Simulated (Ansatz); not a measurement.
# GeH₂+ (doublet): wave-function methods side by side at scale of all distances = 1.000, aug-cc-pVDZ

How much of the correlation energy of GeH₂+ (doublet) does each wave-function method recover here?

Program: Ansatz 0.2.0, Gaussian basis. Level of theory: aug-cc-pVDZ, core rule «outside noble gas», up to 14 orbitals frozen. These are calculated values, not measurements.

The runs, in order: UHF; CCSD(T) on ROHF; CCSD(T) on UHF; BCCD(T) on ROHF; CISD; CCSDT(Q) on ROHF; CCSDT(Q) on UHF; CASSCF and MRCISD+Q, 3 electrons in 3 orbitals; CASSCF and NEVPT2, 3 electrons in 3 orbitals; CASSCF and MRCISD+Q, 5 electrons in 6 orbitals; CASSCF and NEVPT2, 5 electrons in 6 orbitals; Full CI.

20 further runs of the same task are left out: 17 that didn't finish, 3 set aside as unsound or not needed.

### Step 1. What is computed

The geometry derives from a PBE0/def2-TZVP stationary point (not a proven minimum). All distances are scaled together. No spin-orbit coupling is included. The filled d shell of Ge may be among the frozen orbitals whatever the setting's name suggests; the logs give the count.

3 atoms, charge 1, spin multiplicity 2.

Atoms are counted from 1 here; the program's logs count them from 0.

Bond lengths: Ge1–H2 1.552 Å, Ge1–H3 1.552 Å. Angles: H2–Ge1–H3 120.9°.

### Step 2. UHF

Input file in.yaml:

```yaml
crystal:
  periodic: [false, false, false]
  atoms:
    - {symbol: Ge, position_ang: [0.000000, -0.020660, 0.000000]}
    - {symbol: H, position_ang: [0.000000, 0.744460, -1.349862]}
    - {symbol: H, position_ang: [0.000000, 0.744460, 1.349862]}
basis:
  gaussian: {orbitals: aug-cc-pVDZ}
total_charge: 1
magnetization: {spin_polarized: true, initial_magnetization: 1}
hamiltonian: {xc: hf}
output: {orbitals: {seedname: orbitals}}
```

The run is started by

```sh
$ ansatz run in.yaml --threads 1 --pin off --events-out ev --progress --plain --max-ram 2393MiB
```

After this run come: CCSD(T) on ROHF; CCSD(T) on UHF; BCCD(T) on ROHF; CISD; CCSDT(Q) on ROHF; CCSDT(Q) on UHF; CASSCF and MRCISD+Q, 3 electrons in 3 orbitals; CASSCF and NEVPT2, 3 electrons in 3 orbitals; CASSCF and MRCISD+Q, 5 electrons in 6 orbitals; CASSCF and NEVPT2, 5 electrons in 6 orbitals; Full CI.

Q: Predict the results of all the runs planned. Wanted: FCI below the RHF energy; RMP2 from FCI; UMP2 from FCI; RCCSD from FCI; RCCSD(T) from FCI; UCCSD(T) from FCI; RCCSDT(Q) from FCI; UCCSDT(Q) from FCI; NEVPT2 pair from FCI.

As calculated:

```
                         quantity                                                                                                               value
         FCI below the RHF energy                                                                                                          -2.3306 eV
                    RMP2 from FCI                                                                                                          +618.3 meV
                    UMP2 from FCI                                                                                                          +608.2 meV
                   RCCSD from FCI                                                                                                           +55.0 meV
                RCCSD(T) from FCI                                                                                                           +14.6 meV
                UCCSD(T) from FCI                                                                                                            +9.8 meV
               RCCSDT(Q) from FCI                                                                                                            -0.5 meV
               UCCSDT(Q) from FCI                                                                                                            -5.2 meV
             NEVPT2 pair from FCI                                                                                                          +587.1 meV
           MRCISD+Q pair from FCI                                                                                                           -17.0 meV
          NEVPT2 valence from FCI                                                                                                          +383.2 meV
levels within 1 kcal/mol (43 meV)  RCCSD(T), UCCSD(T), BCCD(T), RCCSDT, UCCSDT, RCCSDT(Q), UCCSDT(Q), MRCISD+Q pair, MRCISD valence, MRCISD+Q valence
                    T1 diagnostic                                                                                                               0.021
   effectively unpaired electrons                                                                                                                1.03
```

RCCSD(T) lands +14.6 meV from the yardstick (0.6 % of the correlation energy). UCCSDT, UCCSDT(Q), MRCISD+Q pair fall below full CI: unrestricted runs freeze a spin-polarised core, another one than full CI's, and coupled cluster isn't variational. One determinant dominates. Of the multireference levels listed MRCISD+Q valence comes nearest in total energy (-1.4 meV), which doesn't show that its space is the better one. These misses are within one basis, not against nature; the frozen cores of restricted and unrestricted runs differ, which can shift their rows.
